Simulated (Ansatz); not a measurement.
# Mg26BO27 (Periclase): the cost of one run

Method: DFT, PBE, plane-wave PAW, default files, scalar-relativistic, as far as a step names no other, in Ansatz 0.2.0.

The COD entry's cell or inner coordinates are ideal or old and differ from later refinements, so a difference from it is no clean test against experiment.

### 1 The starting structure

It takes space group Fm-3m (No. 225, cubic). Conventional cell: a = 12.651 Å, b = 12.651 Å, c = 12.651 Å, α = 90.00°, β = 90.00°, γ = 90.00°. B (site symmetry m-3m) has 6 O at 2.11 Å as nearest neighbours. Around Mg (site symmetry mm2) lie 6 O at 2.11 Å. Mg (site symmetry 3m) has 6 O at 2.11 Å as nearest neighbours. Around Mg (site symmetry 4mm) lie 6 O at 2.11 Å. O (site symmetry 3m) is surrounded by 6 Mg at 2.11 Å. O (site symmetry 4mm) is surrounded by 5 Mg at 2.11 Å and 1 B at 2.11 Å. O (site symmetry mm2) is surrounded by 6 Mg at 2.11 Å. O (site symmetry m-3m) is surrounded by 6 Mg at 2.11 Å.

Structure file:

```xyz
54
Lattice="0.0000 6.3255 6.3255 6.3255 0.0000 6.3255 6.3255 6.3255 0.0000" Properties=species:S:1:pos:R:3 pbc="T T T"
B     0.0000    0.0000    0.0000
Mg    2.1085    2.1085    0.0000
Mg    4.2170    4.2170    0.0000
Mg    2.1085    0.0000    2.1085
Mg    4.2170    2.1085    2.1085
Mg    6.3255    4.2170    2.1085
Mg    4.2170    0.0000    4.2170
Mg    6.3255    2.1085    4.2170
Mg    8.4340    4.2170    4.2170
Mg    0.0000    2.1085    2.1085
Mg    2.1085    4.2170    2.1085
Mg    4.2170    6.3255    2.1085
Mg    2.1085    2.1085    4.2170
Mg    4.2170    4.2170    4.2170
Mg    6.3255    6.3255    4.2170
Mg    4.2170    2.1085    6.3255
Mg    6.3255    4.2170    6.3255
Mg    8.4340    6.3255    6.3255
Mg    0.0000    4.2170    4.2170
Mg    2.1085    6.3255    4.2170
Mg    4.2170    8.4340    4.2170
Mg    2.1085    4.2170    6.3255
Mg    4.2170    6.3255    6.3255
Mg    6.3255    8.4340    6.3255
Mg    4.2170    4.2170    8.4340
Mg    6.3255    6.3255    8.4340
Mg    8.4340    8.4340    8.4340
O     2.1085    2.1085    2.1085
O     4.2170    4.2170    2.1085
O     6.3255    6.3255    2.1085
O     4.2170    2.1085    4.2170
O     6.3255    4.2170    4.2170
O     8.4340    6.3255    4.2170
O     6.3255    2.1085    6.3255
O     8.4340    4.2170    6.3255
O    10.5425    6.3255    6.3255
O     2.1085    4.2170    4.2170
O     4.2170    6.3255    4.2170
O     6.3255    8.4340    4.2170
O     4.2170    4.2170    6.3255
O     6.3255    6.3255    6.3255
O     8.4340    8.4340    6.3255
O     6.3255    4.2170    8.4340
O     8.4340    6.3255    8.4340
O    10.5425    8.4340    8.4340
O     2.1085    6.3255    6.3255
O     4.2170    8.4340    6.3255
O     6.3255   10.5425    6.3255
O     4.2170    6.3255    8.4340
O     6.3255    8.4340    8.4340
O     8.4340   10.5425    8.4340
O     6.3255    6.3255   10.5425
O     8.4340    8.4340   10.5425
O    10.5425   10.5425   10.5425
```

Atom 1 of the input is the impurity.

### 2 Gradients at the starting positions

Contents of input.yaml:

```yaml
crystal:
  lattice:
    - [0.0, 6.3255, 6.3255]
    - [6.3255, 0.0, 6.3255]
    - [6.3255, 6.3255, 0.0]
  atoms:
    - { symbol: B, position: [0.0, 0.0, 0.0] }
    - { symbol: Mg, position: [0.0, 0.0, 0.3333333333] }
    - { symbol: Mg, position: [0.0, 0.0, 0.6666666667] }
    - { symbol: Mg, position: [0.0, 0.3333333333, 0.0] }
    - { symbol: Mg, position: [0.0, 0.3333333333, 0.3333333333] }
    - { symbol: Mg, position: [0.0, 0.3333333333, 0.6666666667] }
    - { symbol: Mg, position: [0.0, 0.6666666667, 0.0] }
    - { symbol: Mg, position: [0.0, 0.6666666667, 0.3333333333] }
    - { symbol: Mg, position: [0.0, 0.6666666667, 0.6666666667] }
    - { symbol: Mg, position: [0.3333333333, 0.0, 0.0] }
    - { symbol: Mg, position: [0.3333333333, 0.0, 0.3333333333] }
    - { symbol: Mg, position: [0.3333333333, 0.0, 0.6666666667] }
    - { symbol: Mg, position: [0.3333333333, 0.3333333333, 0.0] }
    - { symbol: Mg, position: [0.3333333333, 0.3333333333, 0.3333333333] }
    - { symbol: Mg, position: [0.3333333333, 0.3333333333, 0.6666666667] }
    - { symbol: Mg, position: [0.3333333333, 0.6666666667, 0.0] }
    - { symbol: Mg, position: [0.3333333333, 0.6666666667, 0.3333333333] }
    - { symbol: Mg, position: [0.3333333333, 0.6666666667, 0.6666666667] }
    - { symbol: Mg, position: [0.6666666667, 0.0, 0.0] }
    - { symbol: Mg, position: [0.6666666667, 0.0, 0.3333333333] }
    - { symbol: Mg, position: [0.6666666667, 0.0, 0.6666666667] }
    - { symbol: Mg, position: [0.6666666667, 0.3333333333, 0.0] }
    - { symbol: Mg, position: [0.6666666667, 0.3333333333, 0.3333333333] }
    - { symbol: Mg, position: [0.6666666667, 0.3333333333, 0.6666666667] }
    - { symbol: Mg, position: [0.6666666667, 0.6666666667, 0.0] }
    - { symbol: Mg, position: [0.6666666667, 0.6666666667, 0.3333333333] }
    - { symbol: Mg, position: [0.6666666667, 0.6666666667, 0.6666666667] }
    - { symbol: O, position: [0.1666666667, 0.1666666667, 0.1666666667] }
    - { symbol: O, position: [0.1666666667, 0.1666666667, 0.5] }
    - { symbol: O, position: [0.1666666667, 0.1666666667, 0.8333333333] }
    - { symbol: O, position: [0.1666666667, 0.5, 0.1666666667] }
    - { symbol: O, position: [0.1666666667, 0.5, 0.5] }
    - { symbol: O, position: [0.1666666667, 0.5, 0.8333333333] }
    - { symbol: O, position: [0.1666666667, 0.8333333333, 0.1666666667] }
    - { symbol: O, position: [0.1666666667, 0.8333333333, 0.5] }
    - { symbol: O, position: [0.1666666667, 0.8333333333, 0.8333333333] }
    - { symbol: O, position: [0.5, 0.1666666667, 0.1666666667] }
    - { symbol: O, position: [0.5, 0.1666666667, 0.5] }
    - { symbol: O, position: [0.5, 0.1666666667, 0.8333333333] }
    - { symbol: O, position: [0.5, 0.5, 0.1666666667] }
    - { symbol: O, position: [0.5, 0.5, 0.5] }
    - { symbol: O, position: [0.5, 0.5, 0.8333333333] }
    - { symbol: O, position: [0.5, 0.8333333333, 0.1666666667] }
    - { symbol: O, position: [0.5, 0.8333333333, 0.5] }
    - { symbol: O, position: [0.5, 0.8333333333, 0.8333333333] }
    - { symbol: O, position: [0.8333333333, 0.1666666667, 0.1666666667] }
    - { symbol: O, position: [0.8333333333, 0.1666666667, 0.5] }
    - { symbol: O, position: [0.8333333333, 0.1666666667, 0.8333333333] }
    - { symbol: O, position: [0.8333333333, 0.5, 0.1666666667] }
    - { symbol: O, position: [0.8333333333, 0.5, 0.5] }
    - { symbol: O, position: [0.8333333333, 0.5, 0.8333333333] }
    - { symbol: O, position: [0.8333333333, 0.8333333333, 0.1666666667] }
    - { symbol: O, position: [0.8333333333, 0.8333333333, 0.5] }
    - { symbol: O, position: [0.8333333333, 0.8333333333, 0.8333333333] }
total_charge: 1
kpoints:
  mp_grid: { grid: [3, 3, 3] }
scf:
  occupations: { method: fermi_dirac, width: 0.01 }
hamiltonian:
  xc: pbe
  pseudopotentials: { kind: paw }
output:
  forces: true
  stress: true
  populations: true
  efg:
    quadrupole_moments_barn: { B: 0.04059, Mg: 0.1994, O: -0.02558 }
    contact_densities: true
  write_density: true
  write_potential: true
  elf: true
  volumetric_format: npy
```

Started as:

```bash
$ ansatz run input.yaml --threads 1 --pin off --max-ram 3072MiB --backend cpu --events-out ev --progress --plain --runs-dir out
```

**Question.** How long does this run take on 1 thread of Intel Xeon 6975P-C (Granite Rapids), shared host, and how much memory does it need?

About 38 s, with a peak of 1.3 GiB.
